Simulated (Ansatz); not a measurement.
Set up this calculation in Ansatz 0.2.0, as the native input.

| Item | Value |
| --- | --- |
| Task | relaxation of cell and atoms |
| Functional | HSE06 |
| Potentials or basis | Ansatz PAW |
| Cutoff | 420 eV (not typed: the program's choice for these potentials) |
| k mesh | 4 × 4 × 4 |
| Occupations | fermi-dirac, width 0.05 eV |
| Spin | no spin polarisation |

GaSb3:

```
Sb Ga
1.0
     0.00000    3.73060    3.73060
     3.73060    0.00000    3.73060
     3.73060    3.73060    0.00000
Sb Ga
3 1
Cartesian
  3.7306 3.7306 3.7306
  5.5959 5.5959 5.5959
  1.8653 1.8653 1.8653
  0.0000 0.0000 0.0000
```

The cell comes from a database or a generator and needn't be the stable form of this composition.

The input as run:

input

```
crystal:
  lattice:
    - [0.0, 3.730595, 3.730595]
    - [3.730595, 0.0, 3.730595]
    - [3.730595, 3.730595, 0.0]
  atoms:
    - { symbol: Sb, position: [0.5, 0.5, 0.5] }
    - { symbol: Sb, position: [0.75, 0.75, 0.75] }
    - { symbol: Sb, position: [0.25, 0.25, 0.25] }
    - { symbol: Ga, position: [0.0, 0.0, 0.0] }
hamiltonian:
  xc: hse06
  pseudopotentials: { kind: paw }
kpoints:
  mp_grid: { grid: [4, 4, 4] }
scf:
  occupations: { method: fermi_dirac, width: 0.05 }
output:
  forces: true
  stress: true
  eigenvalues: true
relax:
  f_tol: 0.01
  max_steps: 40
  cell: { stress_tol: 0.05 }
```

It gave:

| Property | Result |
| --- | --- |
| Relaxed volume | 23.92 Å³/atom |
| Relaxed cell | a = 5.134 Å, b = 5.134 Å, c = 5.134 Å, α = 60.00°, β = 60.00°, γ = 60.00° |
| Space group after relaxing (to 0.05 Å) | Fm-3m (No. 225) |
| Energy gained by relaxing | 32.8 meV/atom |
| Ionic steps | 5 |
| Pressure after relaxing | 0.0 GPa |
| Band gap on the k mesh | none (metal or under the smearing width) |

Caveat: the k mesh is coarse (spacing up to 0.36 Å⁻¹), so the values aren't converged, least of all with exact exchange; the plane-wave basis is chosen anew once the cell has moved, so the energies of steps on either side of that aren't comparable; the PAW data sets come from PBE, with cores solved anew for the run's functional, which leaves a small shift of forces and pressure.

Run time: 96 s on 1 × NVIDIA H100 80GB HBM3 with 2 threads of AMD EPYC 7R13 Processor (Zen 3) (shared host), peak memory 2.3 GiB.
